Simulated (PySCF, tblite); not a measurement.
# CH12GeN2OSi2, a small molecule taken as a stand-in for a surface group: NMR shifts, core binding energies and electronic excitations, part 2 of 2

tblite 0.8.0 and PySCF 2.14.0. Atoms count from 0, parts from 1.

### Step 5. Core-electron binding energies: SCAN, X2C

What the job is given:

```
{"job": {"kind": "xps", "holes": 5}, "charge": 0, "multiplicity": 1}
Ge     0.039983     0.594101     0.771416
C     -0.074682    -0.437369     2.395730
N     -1.494343     0.595891    -0.217323
Si    -1.526895     0.501439    -1.955546
N      1.321259     0.032200    -0.413018
Si     1.642844    -1.586121    -0.954604
O      0.495680     2.254428     1.225867
H     -0.162783    -1.507278     2.158723
H     -0.946493    -0.129254     2.989830
H      0.834787    -0.276107     2.991272
H     -2.383031     0.612595     0.271934
H     -1.062179    -0.813905    -2.498163
H     -0.692104     1.568255    -2.590419
H     -2.949330     0.698807    -2.375233
H      2.022771     0.743738    -0.601172
H      2.879483    -2.175378    -0.344601
H      0.473864    -2.420985    -0.542562
H      1.805685    -1.658308    -2.439975
H      0.134665     2.897425     0.605921
```

Level: delta-SCF UKS SCAN, pcX-2 on the ionised atom, pcseg-1 elsewhere, spin-free X2C.

Standard output:

```text
ground state, core basis on atom 1 (C), 210 functions
  cycle   1  E = -2903.95650882  |g| = 9.62e-01
  cycle   2  E = -2903.56981653  |g| = 1.64e+00
  cycle   3  E = -2904.13913195  |g| = 2.11e-01
  cycle   4  E = -2904.14798093  |g| = 7.99e-02
  cycle   5  E = -2904.14925178  |g| = 2.67e-02
  cycle   6  E = -2904.14942190  |g| = 9.39e-03
  cycle   7  E = -2904.14944330  |g| = 1.67e-03
  cycle   8  E = -2904.14944660  |g| = 6.68e-04
  cycle   9  E = -2904.14944374  |g| = 8.69e-05
  E(ground) = -2904.35915754 Eh
hole in C 1s of atom 1
  cycle   1  E = -2892.90044519  |g| = 1.51e+00
  cycle   2  E = -2892.11768747  |g| = 1.85e+00
  cycle   3  E = -2893.39699933  |g| = 4.17e-01
  cycle   4  E = -2893.43284235  |g| = 3.04e-01
  cycle   5  E = -2893.47529714  |g| = 5.81e-02
  cycle   6  E = -2893.47632358  |g| = 3.15e-02
  cycle   7  E = -2893.47670461  |g| = 1.06e-02
  cycle   8  E = -2893.47674524  |g| = 3.85e-03
  cycle   9  E = -2893.47675170  |g| = 1.24e-03
  cycle  10  E = -2893.47675212  |g| = 1.10e-03
  cycle  11  E = -2893.47675369  |g| = 2.88e-04
  E(ion) = -2893.68518214 Eh   <S^2> = 0.7681   hole on atom = 1.000   binding energy = 290.454 eV
ground state, core basis on atom 2 (N), 210 functions
  cycle   1  E = -2904.16615444  |g| = 7.22e-02
  cycle   2  E = -2904.16615431  |g| = 1.52e-02
  cycle   3  E = -2904.16609618  |g| = 2.15e-02
  cycle   4  E = -2904.16620687  |g| = 3.52e-03
  cycle   5  E = -2904.16620842  |g| = 6.19e-04
  cycle   6  E = -2904.16620928  |g| = 2.12e-04
  E(ground) = -2904.37310406 Eh
hole in N 1s of atom 2
  cycle   1  E = -2888.59562210  |g| = 1.87e+00
  cycle   2  E = -2886.83957562  |g| = 2.50e+00
  cycle   3  E = -2889.13903263  |g| = 6.09e-01
  cycle   4  E = -2889.21189076  |g| = 4.89e-01
  cycle   5  E = -2889.31766829  |g| = 1.29e-01
  cycle   6  E = -2889.32511707  |g| = 3.03e-02
  cycle   7  E = -2889.32554915  |g| = 1.21e-02
  cycle   8  E = -2889.32561758  |g| = 5.31e-03
  cycle   9  E = -2889.32562947  |g| = 2.83e-03
  cycle  10  E = -2889.32563148  |g| = 7.11e-04
  cycle  11  E = -2889.32563191  |g| = 2.19e-04
  E(ion) = -2889.53144506 Eh   <S^2> = 0.7668   hole on atom = 1.000   binding energy = 403.862 eV
ground state, core basis on atom 3 (Si), 221 functions
  cycle   1  E = -2904.24616363  |g| = 2.88e-01
  cycle   2  E = -2904.24625849  |g| = 4.24e-02
  cycle   3  E = -2904.24626074  |g| = 3.22e-02
  cycle   4  E = -2904.24639042  |g| = 9.70e-03
  cycle   5  E = -2904.24641370  |g| = 1.51e-03
  cycle   6  E = -2904.24641347  |g| = 3.71e-04
  E(ground) = -2904.41459941 Eh
hole in Si 2p of atom 3
  cycle   1  E = -2899.97863876  |g| = 1.24e+00
  cycle   2  E = -2899.04889531  |g| = 1.49e+00
  cycle   3  E = -2900.09116694  |g| = 6.12e-01
  cycle   4  E = -2900.28434249  |g| = 1.88e-01
  cycle   5  E = -2900.29694152  |g| = 1.12e-01
  cycle   6  E = -2900.30259814  |g| = 3.68e-02
  cycle   7  E = -2900.30324508  |g| = 1.02e-02
  cycle   8  E = -2900.30328920  |g| = 4.11e-03
  cycle   9  E = -2900.30329837  |g| = 1.43e-03
  cycle  10  E = -2900.30329856  |g| = 6.84e-04
  cycle  11  E = -2900.30329779  |g| = 2.08e-04
  E(ion) = -2900.48213812 Eh   <S^2> = 0.7519   hole on atom = 1.003   binding energy = 107.008 eV
  2p3/2 = 106.777 eV   2p1/2 = 107.401 eV
ground state, core basis on atom 4 (N), 210 functions
  cycle   1  E = -2904.16558240  |g| = 7.47e-02
  cycle   2  E = -2904.16563847  |g| = 1.84e-02
  cycle   3  E = -2904.16567479  |g| = 1.58e-02
  cycle   4  E = -2904.16574383  |g| = 5.22e-03
  cycle   5  E = -2904.16575591  |g| = 7.00e-04
  cycle   6  E = -2904.16575253  |g| = 2.58e-04
  E(ground) = -2904.37306109 Eh
hole in N 1s of atom 4
  cycle   1  E = -2888.59670097  |g| = 1.87e+00
  cycle   2  E = -2887.68300249  |g| = 2.21e+00
  cycle   3  E = -2889.22316890  |g| = 5.08e-01
  cycle   4  E = -2889.25509826  |g| = 4.17e-01
  cycle   5  E = -2889.32103941  |g| = 1.01e-01
  cycle   6  E = -2889.32440672  |g| = 4.32e-02
  cycle   7  E = -2889.32526084  |g| = 1.01e-02
  cycle   8  E = -2889.32530317  |g| = 5.25e-03
  cycle   9  E = -2889.32531384  |g| = 1.23e-03
  cycle  10  E = -2889.32531463  |g| = 4.95e-04
  E(ion) = -2889.53143482 Eh   <S^2> = 0.7663   hole on atom = 1.000   binding energy = 403.861 eV
ground state, core basis on atom 6 (O), 210 functions
  cycle   1  E = -2904.18163459  |g| = 1.00e-01
  cycle   2  E = -2904.18069119  |g| = 8.47e-02
  cycle   3  E = -2904.18125545  |g| = 6.42e-02
  cycle   4  E = -2904.18200039  |g| = 5.74e-03
  cycle   5  E = -2904.18200668  |g| = 1.86e-03
  cycle   6  E = -2904.18200615  |g| = 4.22e-04
  E(ground) = -2904.38821330 Eh
hole in O 1s of atom 6
  cycle   1  E = -2883.58972882  |g| = 2.22e+00
  cycle   2  E = -2881.31343380  |g| = 2.64e+00
  cycle   3  E = -2884.11245627  |g| = 7.73e-01
  cycle   4  E = -2884.31643135  |g| = 4.67e-01
  cycle   5  E = -2884.40675793  |g| = 1.77e-01
  cycle   6  E = -2884.42069151  |g| = 4.40e-02
  cycle   7  E = -2884.42164244  |g| = 1.42e-02
  cycle   8  E = -2884.42174279  |g| = 3.91e-03
  cycle   9  E = -2884.42175110  |g| = 1.77e-03
  cycle  10  E = -2884.42175191  |g| = 1.17e-03
  cycle  11  E = -2884.42175307  |g| = 2.80e-04
  E(ion) = -2884.62967433 Eh   <S^2> = 0.7630   hole on atom = 1.000   binding energy = 537.657 eV
```

Run time: 43 s. Hardware: 1 thread of AMD EPYC 9R45, shared host; peak memory 0.97 GiB.

The holes in one table. −ε is the ground-state orbital energy:

```csv
hole,stands for,environment,ΔSCF (eV; 2p as the shell's mean),−ε (eV),⟨S²⟩
C1s on C1,C1,"carbon bonded to Ge, 3 H",290.45,273.7,0.768
N1s on N2,N2,"nitrogen bonded to Ge, Si, H",403.86,385.6,0.767
Si2p on Si3,Si3,"silicon bonded to N, 3 H",106.98,96.2,0.752
N1s on N4,N4,"nitrogen bonded to Ge, Si, H",403.86,385.5,0.766
O1s on O6,O6,"oxygen bonded to Ge, H",537.66,516.3,0.763
```

With the spin-orbit splitting: Si3 2p3/2 106.78, 2p1/2 107.40 eV. The table gives each 2p level as the mean over the whole 2p shell (two parts 2p3/2, one part 2p1/2), which differs a little from the single hole in the log.

### Step 6. TDDFT and polarisability: CAM-B3LYP/def2-SVPD

Settings changed since step 5:

```diff
@@ -1,2 +1,2 @@
-{"job": {"kind": "xps", "holes": 5}, "charge": 0, "multiplicity": 1}
+{"job": {"kind": "uv", "xc": "CAM-B3LYP", "basis": "def2-SVPD", "nstates": 6, "ntriplets": 2, "ip": true}, "charge": 0, "multiplicity": 1}
 Ge     0.039983     0.594101     0.771416
```

Method: TDDFT CAM-B3LYP/def2-SVPD, vertical, gas phase, core orbitals frozen in the response.

Standard output:

```text
coarse grid: 70504 points
cycle   1  E = -2885.4201679905  dE = -2.991e-01  |g| = 9.491e-01  |ddm| = 5.842e+00
cycle   2  E = -2885.3257181515  dE =  9.445e-02  |g| = 1.218e+00  |ddm| = 2.518e+00
cycle   3  E = -2885.5844607747  dE = -2.587e-01  |g| = 1.027e-01  |ddm| = 1.312e+00
cycle   4  E = -2885.5861194946  dE = -1.659e-03  |g| = 5.346e-02  |ddm| = 1.899e-01
cycle   5  E = -2885.5866364821  dE = -5.170e-04  |g| = 1.005e-02  |ddm| = 6.031e-02
cycle   6  E = -2885.5866580319  dE = -2.155e-05  |g| = 4.150e-03  |ddm| = 1.872e-02
cycle   7  E = -2885.5866618417  dE = -3.810e-06  |g| = 4.985e-04  |ddm| = 5.789e-03
final grid: 145760 points
cycle   8  E = -2885.5866901076  dE = -1.172e-07  |g| = 4.630e-04  |ddm| = 6.096e-03
cycle   9  E = -2885.5866900972  dE =  1.040e-08  |g| = 5.254e-04  |ddm| = 1.187e-03
cycle  10  E = -2885.5866901473  dE = -5.005e-08  |g| = 4.659e-05  |ddm| = 4.995e-04
cycle  11  E = -2885.5866901477  dE = -4.084e-10  |g| = 1.666e-05  |ddm| = 7.530e-05
converged SCF energy = -2885.5866901477

Static polarisability (au): isotropic 112.387, principal 100.536 116.007 120.618

Singlet excitations
state   eV       nm        f      main configurations
  1   6.2671    197.8   0.03098   H->L 0.78
  2   6.4483    192.3   0.02133   H-1->L 0.64, H->L+1 0.10, H->L+2 0.09
  3   7.3320    169.1   0.01052   H->L+1 0.24, H->L+4 0.15, H->L+2 0.13
  4   7.4244    167.0   0.03396   H->L+1 0.37, H->L+2 0.14, H-1->L+3 0.12
  5   7.4929    165.5   0.00044   H->L+3 0.47, H-1->L+2 0.08
  6   7.5582    164.0   0.00087   H->L+5 0.29, H->L+6 0.28

Triplet excitations (Tamm-Dancoff, eV): 5.9287 6.0856
Vertical ionisation energy (delta-SCF) = 9.2660 eV
```

Run time: 2.5 min. Hardware: 1 thread of AMD EPYC 9R45, shared host; peak memory 1.8 GiB.

The orbitals next to the gap, with their largest atomic shares:

```csv
orbital,eV,atoms
HOMO−3,-10.57,"Si3 27 %, H13 26 %, N2 13 %"
HOMO−2,-10.26,"O6 57 %, N4 12 %, Ge0 7 %"
HOMO−1,-9.01,"N2 33 %, N4 25 %, Si3 9 %"
HOMO,-8.69,"N4 30 %, N2 25 %, Si5 7 %"
LUMO,0.54,"Ge0 23 %, Si3 11 %, O6 10 %"
LUMO+1,1.35,"Si5 33 %, Si3 10 %, H17 8 %"
LUMO+2,1.49,"Si3 30 %, Si5 12 %, H12 6 %"
```

With each of the 6 states as a Gaussian band of 0.4 eV half-width at 1/e, the curve within the window shown has maxima at 196 nm (ε 2,000), 168 nm (ε 1,800) L/(mol cm). Beyond the last state computed it falls off for lack of states. The curve at chosen wavelengths:

(nm, ε (L/mol/cm)): (158, 527), (160, 855), (163, 1398), (165, 1683), (168, 1832), (170, 1725), (173, 1363), (175, 1091), (178, 795), (180, 727), (182, 774), (185, 1027), (187, 1270), (190, 1649), (192, 1852), (195, 2011), (197, 2000), (199, 1902), (202, 1628), (204, 1395), (207, 1033), (209, 809), (212, 528), (214, 383), (217, 224), (219, 151)

Further results of this job:

```csv
property,computed
dipole moment (D),0.99
polarisability (Å³),16.65
HOMO–LUMO gap (eV),9.24
−ε(HOMO) (eV),8.69
```

### Step 7. What came out

What follows sums up all 2 parts.

```
                                                     quantity                                                                        value
                                                  point group                                                                           C1
                         rotational constants (main isotopes)                                                         1.25, 1.14, 0.75 GHz
                  $^{13}$C shifts against TMS (PBE0/pcSseg-1)                                                                     -1.0 ppm
                   $^{1}$H shifts against TMS (PBE0/pcSseg-1)  4.83, 4.79, 4.69, 4.67, 4.65, 4.57, 0.72, 0.54, 0.44, 0.33, 0.07, -0.43 ppm
               $^{73}$Ge shifts against GeMe4 (PBE0/pcSseg-1)                                                                       74 ppm
                  $^{15}$N shifts against NH3 (PBE0/pcSseg-1)                                                               22.7, 17.3 ppm
                 $^{29}$Si shifts against TMS (PBE0/pcSseg-1)                                                             -54.5, -56.3 ppm
                  $^{17}$O shifts against H2O (PBE0/pcSseg-1)                                                                     57.1 ppm
                        surface potential, 1st and 99th percentile                                                           -1.53 V and 1.75 V
                             N1s binding energies, SCAN/pcX-2                                                      N2 403.86, N4 403.86 eV
                             C1s binding energies, SCAN/pcX-2                                                                 C1 290.45 eV
Si2p binding energies, SCAN/pcX-2 (standing for 1 of 2 atoms)                                                                Si3 106.98 eV
                             O1s binding energies, SCAN/pcX-2                                                                 O6 537.66 eV
                         lowest singlet (CAM-B3LYP/def2-SVPD)                                                  6.27 eV (198 nm), f = 0.031
                     brightest single state of those computed                                                  state 4, 7.42 eV, f = 0.034
                                               lowest triplet                                                                      5.93 eV
                            vertical ionisation energy (ΔSCF)                                                                      9.27 eV
```

What this shows: Relaxing lowered the energy by 0.360 eV in 21 steps; the close pair that moved most is Ge0–N2, from 1.875 to 1.825 Å (PBE0/def2-SVP). The N1s levels computed lie within 0.00 eV of one another, too close to rank. The first singlet state (HOMO→LUMO 0.78) lies at 6.27 eV and is weak; of the 6 states computed, the strongest absorption comes from state 4 at 7.42 eV. The lowest triplet lies 0.34 eV below the lowest singlet (triplets in Tamm-Dancoff, singlets in full TDDFT). The orbital energy would give 8.69 eV for ionisation, ΔSCF gives 9.27 eV. Spin-orbit coupling is left out, which matters for shieldings and couplings at and beside the heavy atoms. A capped cluster stands for the solid here, so long-range fields and strain are missing, and bands or shifts of the capping hydrogens have no counterpart in it.
